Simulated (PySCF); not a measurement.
# WNCl: singlet, from a bent start

Aim: relax WNCl as a singlet from a bent start, check by its vibrations whether the end is a minimum, and collect its spectrum and constants.

The runs use PySCF 2.14.0; PBE0, basis W def2-TZVP with ECP60, N def2-TZVP, Cl def2-TZVP, scalar-relativistic core potentials, no spin–orbit coupling, density fitting.

## Step 1: Starting geometry

3 atoms, charge 0, spin multiplicity 1.

Bond lengths: W1–N2 1.800 Å, W1–Cl3 2.360 Å. Angles: N2–W1–Cl3 110.0°.

```xyz
3
charge 0 multiplicity 1
W     0.0000    0.0000    0.0000
N    -1.4745    0.0000    1.0324
Cl    1.9332    0.0000    1.3536
```

## Step 2: The SCF at the typed geometry

One driver script runs all steps and calls PySCF; scf.py shows how it sets up the SCF of each step. The optimiser is the driver's own. After this first run the driver tries any further starts and a stability analysis.

scf.py

```python
from pyscf import gto, scf, dft
mol = gto.M(atom='''
W      0.000000     0.000000     0.000000
N     -1.474500     0.000000     1.032400
Cl     1.933200     0.000000     1.353600''',
    basis={'W': 'def2-TZVP', 'N': 'def2-TZVP', 'Cl': 'def2-TZVP'},
    ecp={'W': 'def2-TZVP'},
    charge=0, spin=0)
mf = dft.RKS(mol, xc='PBE0')
mf.grids.atom_grid = (50, 194)
aux = {'W': 'def2-universal-JKFIT', 'N': 'def2-universal-JKFIT', 'Cl': 'def2-universal-JKFIT'}
mf = mf.density_fit(auxbasis=aux)
mf.conv_tol = 1e-08
mf.diis_space = 10
mf.max_cycle = 60
mf.init_guess = 'minao'
mf.verbose = 4
mf.kernel()
```

On the command line:

```
OMP_NUM_THREADS=2 python axn.py task.json out
```

The program printed, cut to the lines that bear on the results:

```text
[... the frontier levels of the middle cycles are left out ...]
init E= -562.429382234454
  HOMO = -0.291345606800364  LUMO = -0.282276559542004  gap/eV = 0.24678
cycle= 1 E= -581.411103420494  delta_E=  -19  |g|= 1.24  |ddm|= 7.75
  HOMO = -0.283543304421826  LUMO = -0.259353944909605  gap/eV = 0.65823
cycle= 2 E= -574.779856162039  delta_E= 6.63  |g|= 4.54  |ddm|= 3.45
  HOMO = -0.196836619686411  LUMO = -0.130927620881644  gap/eV = 1.79348
cycle= 3 E= -581.763227189085  delta_E= -6.98  |g|= 0.246  |ddm|= 3.01
cycle= 4 E= -581.767815022236  delta_E= -0.00459  |g|= 0.177  |ddm|= 0.387
cycle= 5 E= -581.774854875034  delta_E= -0.00704  |g|= 0.0922  |ddm|= 0.225
cycle= 6 E= -581.776883119492  delta_E= -0.00203  |g|= 0.0201  |ddm|= 0.0623
cycle= 7 E= -581.777020082705  delta_E= -0.000137  |g|= 0.00824  |ddm|= 0.0343
cycle= 8 E= -581.777066459931  delta_E= -4.64e-05  |g|= 0.00808  |ddm|= 0.0322
cycle= 9 E= -581.777090669248  delta_E= -2.42e-05  |g|= 0.00536  |ddm|= 0.015
cycle= 10 E= -581.777131399356  delta_E= -4.07e-05  |g|= 0.00225  |ddm|= 0.0531
cycle= 11 E= -581.777136212369  delta_E= -4.81e-06  |g|= 0.000347  |ddm|= 0.0176
cycle= 12 E= -581.777136489212  delta_E= -2.77e-07  |g|= 0.000152  |ddm|= 0.00329
cycle= 13 E= -581.777136560548  delta_E= -7.13e-08  |g|= 2.96e-05  |ddm|= 0.00275
cycle= 14 E= -581.777136561248  delta_E= -7e-10  |g|= 1.68e-05  |ddm|= 0.00011
  HOMO = -0.233845539329586  LUMO = -0.151058064565252  gap/eV = 2.25276
Extra cycle  E= -581.777136560702  delta_E= 5.46e-10  |g|= 5.57e-05  |ddm|= 5.88e-05
converged SCF energy = -581.777136560702
```

This step, with its further starts and checks, took 13 s on 2 threads of Arm Neoverse N1, shared host.

The starts that the driver tried:

| start | energy (Eh) |
| --- | --- |
| the minimal-basis guess | -581.777137 |
| a thermally smeared density | -581.777137 |
| a smeared PBE density | -581.777137 |

The test of internal stability and the other starts found no lower closed-shell solution.

## Step 3: Relaxation: bent start, singlet

The program finds Cs symmetry in the start, which this walk keeps.

Edit scf.py of step 2 so:

```diff
@@ -3,3 +3,3 @@
-W      0.000000     0.000000     0.000000
-N     -1.474500     0.000000     1.032400
-Cl     1.933200     0.000000     1.353600''',
+W     -0.201587     0.000000    -0.265284
+N     -1.676087     0.000000     0.767116
+Cl     1.731613     0.000000     1.088316''',
@@ -16 +15,0 @@
-mf.init_guess = 'minao'
```

Steps of the walk:

| step | energy (Eh) | change (kJ/mol) | largest symmetric gradient (Eh/bohr) |
| --- | --- | --- | --- |
| 0 | -581.777137 | 0.00 | 0.11674 |
| 1 | -581.804621 | -72.16 | 0.04200 |
| 2 | -581.808180 | -81.51 | 0.01006 |
| 3 | -581.808517 | -82.39 | 0.00272 |
| 4 | -581.808535 | -82.44 | 0.00006 |

The walk took 16 s.

It settles in Cs symmetry, 82.4 kJ/mol below the start, after 4 steps: W–Cl 2.208 Å, W–N 1.647 Å; Cl–W–N 103.5°.

## Step 4: Is it a minimum? Harmonic modes

On the finer grid the gradient is checked again; gradients at displacements of ±0.02 bohr then give force constants and infrared intensities.

Edit scf.py of step 3 so:

```diff
@@ -3,3 +3,3 @@
-W     -0.201587     0.000000    -0.265284
-N     -1.676087     0.000000     0.767116
-Cl     1.731613     0.000000     1.088316''',
+W     -0.187436     0.000000    -0.261901
+N     -1.463291     0.000000     0.780165
+Cl     1.573095     0.000000     1.069992''',
@@ -10 +10 @@
-mf.grids.atom_grid = (50, 194)
+mf.grids.atom_grid = (75, 302)
@@ -13 +13 @@
-mf.conv_tol = 1e-08
+mf.conv_tol = 1e-10
```

The driver hands on the density of the step before, so the log starts near convergence.

SCF at the final geometry:

```text
init E= -581.808585882073
  HOMO = -0.223002937289585  LUMO = -0.133120766927601  gap/eV = 2.44582
cycle= 1 E= -581.808585882056  delta_E= 1.71e-11  |g|= 9.05e-06  |ddm|= 7.56e-06
  HOMO = -0.223001229042517  LUMO = -0.133118740343455  gap/eV = 2.44583
Extra cycle  E= -581.808585881815  delta_E= 2.41e-10  |g|= 3.53e-05  |ddm|= 2.5e-05
converged SCF energy = -581.808585881815
```

The whole step took 69 s.

Geometry: Cs; W–Cl 2.208 Å, W–N 1.647 Å; Cl–W–N 103.7°.

Harmonic modes (main isotopes):

```tsv
symmetry	ω (cm⁻¹)	IR (km/mol)	type
a'	260	4.7	bend
a'	433	44.5	stretch
a'	1179	66.6	stretch
```

All wavenumbers are real: a minimum.

Properties at this point:

| Property | Result |
| --- | --- |
| Dipole moment | 3.52 D |
| Highest occupied level | -6.07 eV |
| Lowest empty level | -3.62 eV |
| Rotational constants | 0.5323, 0.1106, 0.09154 cm⁻¹ |
| Zero-point energy | 11.2 kJ/mol |
| Principal polarisabilities | 68.0, 72.5, 88.7 bohr³ |
| Atomisation energy without zero-point energy | 938 kJ/mol |
| Principal traceless quadrupole moments about the centre of mass | -5.36, -2.54, 7.91 D Å |
| Entropy at 298.15 K and 1 bar | 293.0 J/(mol K) |
| Heat capacity Cp at 298.15 K | 47.3 J/(mol K) |
| Enthalpy at 298.15 K above 0 K | 11.94 kJ/mol |
| Rotational symmetry number | 1 |

Charges (e) and bond orders:

```csv
atom,Mulliken,Löwdin,polar tensor,Mayer order to W1
W1,0.56,0.12,0.97,–
N2,-0.33,-0.28,-0.53,3.00
Cl3,-0.23,0.16,-0.43,1.27
```

Outer orbital energies (eV). occupied: -20.19, -11.86, -10.97, -10.43, -9.32, -9.26, -8.67, -6.07; empty: -3.62, -3.50, -1.52, -0.74.

Mulliken populations on W1 (outside its core potential): s 3.13, p 6.21, d 4.03, f 0.06.

## Step 5: The broken-symmetry singlet

A stability analysis found the closed shell of the lowest minimum unstable towards spin polarisation, so the unrestricted solution is followed.

The program finds Cs symmetry in the start, which may break. Threshold on the gradient: 0.0003 Eh/bohr, with a further test on the energy change.

Edit scf.py of step 4 so:

```diff
@@ -3,3 +3,3 @@
-W     -0.187436     0.000000    -0.261901
-N     -1.463291     0.000000     0.780165
-Cl     1.573095     0.000000     1.069992''',
+W     -0.187607     0.000000    -0.262606
+N     -1.463461     0.000000     0.779460
+Cl     1.572924     0.000000     1.069287''',
@@ -9,2 +9,2 @@
-mf = dft.RKS(mol, xc='PBE0')
-mf.grids.atom_grid = (75, 302)
+mf = dft.UKS(mol, xc='PBE0')
+mf.grids.atom_grid = (50, 194)
@@ -13 +13 @@
-mf.conv_tol = 1e-10
+mf.conv_tol = 1e-08
```

The optimiser's trace:

| step | energy (Eh) | change (kJ/mol) | largest gradient (Eh/bohr) |
| --- | --- | --- | --- |
| 0 | -581.824217 | 0.00 | 0.01390 |
| 1 | -581.824999 | -2.05 | 0.00426 |
| 2 | -581.825149 | -2.45 | 0.00143 |
| 3 | -581.825154 | -2.46 | 0.00066 |
| 4 | -581.825155 | -2.46 | 0.00007 |

The walk took 22 s.

End point (Cs, 4 steps, 2.5 kJ/mol gained): W–Cl 2.250 Å, W–N 1.650 Å; Cl–W–N 107.1°.

## Step 6: Is it a minimum? Harmonic modes

As before: finer grid, then central differences.

Edit scf.py of step 5 so:

```diff
@@ -3,3 +3,3 @@
-W     -0.187607     0.000000    -0.262606
-N     -1.463461     0.000000     0.779460
-Cl     1.572924     0.000000     1.069287''',
+W     -0.195426    -0.000000    -0.255989
+N     -1.509725    -0.000000     0.742363
+Cl     1.633915     0.000000     1.053986''',
@@ -10 +10 @@
-mf.grids.atom_grid = (50, 194)
+mf.grids.atom_grid = (75, 302)
@@ -13 +13 @@
-mf.conv_tol = 1e-08
+mf.conv_tol = 1e-10
```

SCF at the final geometry:

```text
init E= -581.825264789075
[... the frontier-level lines of each cycle are left out ...]
cycle= 1 E= -581.825264789068  delta_E= 7.5e-12  |g|= 4.76e-06  |ddm|= 5.85e-06
Extra cycle  E= -581.825264788958  delta_E= 1.1e-10  |g|= 1.7e-05  |ddm|= 1.26e-05
converged SCF energy = -581.825264788958  <S^2> = 0.93507409  2S+1 = 2.1772222
```

The whole step took 2.1 min on 2 threads of Arm Neoverse N1, shared host.

Geometry: Cs; W–Cl 2.250 Å, W–N 1.650 Å; Cl–W–N 107.2°.

Harmonic modes (main isotopes):

| ω (cm⁻¹) | IR (km/mol) | μ (u) |
| --- | --- | --- |
| 229 | 5.2 | 17.14 |
| 404 | 52.3 | 40.19 |
| 1164 | 68.4 | 14.98 |

All wavenumbers are real: a minimum.

Here the density breaks the symmetry of the frame, and no labels are given.

Properties at this point:

```yaml
Dipole_moment: 3.94 D
Highest_occupied_level: -6.61 eV
Lowest_empty_level: -3.24 eV
Rotational_constants: 0.5561, 0.105, 0.0883 cm⁻¹
Zero-point_energy: 10.7 kJ/mol
Principal_polarisabilities: 61.3, 63.1, 76.9 bohr³
Atomisation_energy_without_zero-point_energy: 982 kJ/mol
Principal_traceless_quadrupole_moments_about_the_centre_of_mass: -6.40, 1.14, 5.27 D Å
Entropy_at_298.15_K_and_1_bar: 294.5 J/(mol K)
Heat_capacity_Cp_at_298.15_K: 47.9 J/(mol K)
Enthalpy_at_298.15_K_above_0_K: 12.13 kJ/mol
Rotational_symmetry_number: 1
Spin_squared_⟨S²⟩: 0.935
```

Charges (e) and bond orders:

| atom | Mulliken | Löwdin | polar tensor | spin (Mulliken) | Mayer order to W1 |
| --- | --- | --- | --- | --- | --- |
| W1 | 0.66 | 0.22 | 1.08 | 0.00 | – |
| N2 | -0.35 | -0.29 | -0.58 | 0.00 | 2.98 |
| Cl3 | -0.31 | 0.07 | -0.50 | 0.00 | 1.15 |

Mulliken populations on W1 (outside its core potential): s 2.83, p 6.25, d 4.20, f 0.06.

## Step 7: All stationary points

| spin | group | bonds | imaginary modes (cm⁻¹) | ΔE (kJ/mol) | with zero-point energy |
| --- | --- | --- | --- | --- | --- |
| broken-symmetry (Ms = 0) | Cs (density of lower symmetry) | W–Cl 2.250 Å, W–N 1.650 Å | none | 0.0 | 0.0 |
| singlet | Cs | W–Cl 2.208 Å, W–N 1.647 Å | none | 43.8 | 44.2 |

## Step 8: Summary of results

| quantity | value |
| --- | --- |
| minimum | broken-symmetry (Ms = 0), Cs |
| geometry | W–Cl 2.250 Å, W–N 1.650 Å; Cl–W–N 107.2° |
| wavenumbers (cm⁻¹) | 229, 404, 1164 |
| dipole moment | 3.94 D |
| highest occupied, lowest empty level (either spin) | -6.61, -3.24 eV |
| polar-tensor charge of W1 | +1.08 e |
| zero-point energy | 10.7 kJ/mol |
| entropy at 298.15 K | 294.5 J/(mol K) |
| atomisation energy (no zero-point energy) | 982 kJ/mol |
| ⟨S²⟩ | 0.935 |

In words: The bent start keeps its Cs symmetry and ends in a minimum. The determinant is spin-contaminated (⟨S²⟩ = 0.94 against 0.00), so it is no pure spin state. The strongest infrared band lies at 1164 cm⁻¹ (stretch). Other starts or spin states, not run here, may lie lower. The SCF density has lower symmetry than the nuclear frame. Spin–orbit coupling, left out here, can matter for elements this heavy.

The search up to here took 4.2 min.
